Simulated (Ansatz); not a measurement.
# GdSe: the cost of one run

Method: DFT r²SCAN without U, plane waves, PAW, no spin–orbit coupling unless a run says so, in Ansatz 0.2.0.

## Step 1: Starting point

The structure is cubic, space group Fm-3m (No. 225). Conventional cell: a = 5.771 Å, b = 5.771 Å, c = 5.771 Å, α = 90.00°, β = 90.00°, γ = 90.00°. Gd (site symmetry m-3m) is surrounded by 6 Se at 2.89 Å. Se (site symmetry m-3m) is surrounded by 6 Gd at 2.89 Å.

As a file:

```
Gd Se
1.0
     0.00000    2.88550    2.88550
     2.88550    0.00000    2.88550
     2.88550    2.88550    0.00000
Gd Se
1 1
Direct
  0.50000 0.50000 0.50000
  0.00000 0.00000 0.00000
```

Magnetic order typed: ferromagnetic.

An earlier series on this cell reached its lowest free state from «random orbitals: single harmonics, first filling», perhaps among other starts.

## Step 2: From atoms, default search

The input, input.yaml:

```yaml
crystal:
  lattice:
    - [0.0, 2.88550036, 2.88550036]
    - [2.88550036, 0.0, 2.88550036]
    - [2.88550036, 2.88550036, 0.0]
  atoms:
    - { symbol: Gd, position: [0.5, 0.5, 0.5], spin: 7.0 }
    - { symbol: Se, position: [0.0, 0.0, 0.0] }
basis:
  ecutwfc: 500
  ecutrho_ratio: 4
kpoints:
  mp_grid: { grid: [6, 6, 6] }
hamiltonian:
  xc: r2scan
scf:
  occupations: { method: gaussian, width: 0.05 }
output:
  forces: true
  stress: true
  eigenvalues: true
  populations: true
  hubbard: { sites: [{ site: 0, l: f }] }
  write_density: true
  write_potential: true
  elf: true
  volumetric_format: npy
magnetization:
  spin_polarized: true
```

On the command line:

```
$ ansatz run input.yaml --threads 2 --pin off --max-ram 3072MiB --backend cpu --events-out ev --progress --plain --runs-dir out
```

**Question.** How long does this run take on 2 threads of Arm Neoverse N1, shared host, and how much memory does it need?

About 13 s, with a peak of 0.47 GiB.
